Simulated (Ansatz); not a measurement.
# Na: the cost of one run

Computed with Ansatz 0.2.0 (DFT PBEsol, scalar-relativistic, plane waves, PAW, unless a step's input says otherwise).

**1. The system as given**

It takes space group P2_13 (No. 198, cubic). Conventional cell: a = 4.454 Å, b = 4.454 Å, c = 4.454 Å, α = 90.00°, β = 90.00°, γ = 90.00°. Around Li (site symmetry 3) lie 6 Li at 2.73 Å.

Structure file:

```cif
data_structure
_symmetry_space_group_name_H-M 'P2_13'
_symmetry_Int_Tables_number 198
_cell_length_a 4.4544
_cell_length_b 4.4544
_cell_length_c 4.4544
_cell_angle_alpha 90.000
_cell_angle_beta 90.000
_cell_angle_gamma 90.000
_cell_volume 88.39
loop_
_atom_site_label
_atom_site_type_symbol
_atom_site_symmetry_multiplicity
_atom_site_Wyckoff_symbol
_atom_site_fract_x
_atom_site_fract_y
_atom_site_fract_z
_atom_site_occupancy
Li1 Li 4 a 0.87457 0.12543 0.62543 1
```

The structure comes from the Materials Project (structure only).

**2. Substitution of an element, cell strained: Li → Na, first probe**

Against the listed cell: Na takes all sites of Li, and lengths are scaled by 1.178 as a first guess of the size; strain xx, yy, zz, yz, xz, xy = -1.4, -1.4, -1.4, +0.0, +0.0, +0.0 %.

input.yaml

```yaml
crystal:
  lattice:
    - [5.1742596558, 0.0, 0.0]
    - [0.0, 5.1742596558, 0.0]
    - [0.0, 0.0, 5.1742596558]
  atoms:
    - { symbol: Na, position: [0.874568, 0.125432, 0.625432] }
    - { symbol: Na, position: [0.374568, 0.374568, 0.374568] }
    - { symbol: Na, position: [0.125432, 0.625432, 0.874568] }
    - { symbol: Na, position: [0.625432, 0.874568, 0.125432] }
basis:
  ecutwfc: 420
kpoints:
  mp_grid: { grid: [4, 4, 4] }
hamiltonian:
  xc: pbesol
scf:
  occupations: { method: gaussian, width: 0.1 }
output:
  forces: true
  stress: true
  eigenvalues: true
```

Started as:

```bash
ansatz run input.yaml --threads 1 --pin off --max-ram 1331MiB --backend cpu --events-out ev --progress --plain --runs-dir out
```

What time and memory should one allow on 1 thread of an x86-64 CPU, shared host?

About 4.3 s, with a peak of 0.32 GiB.
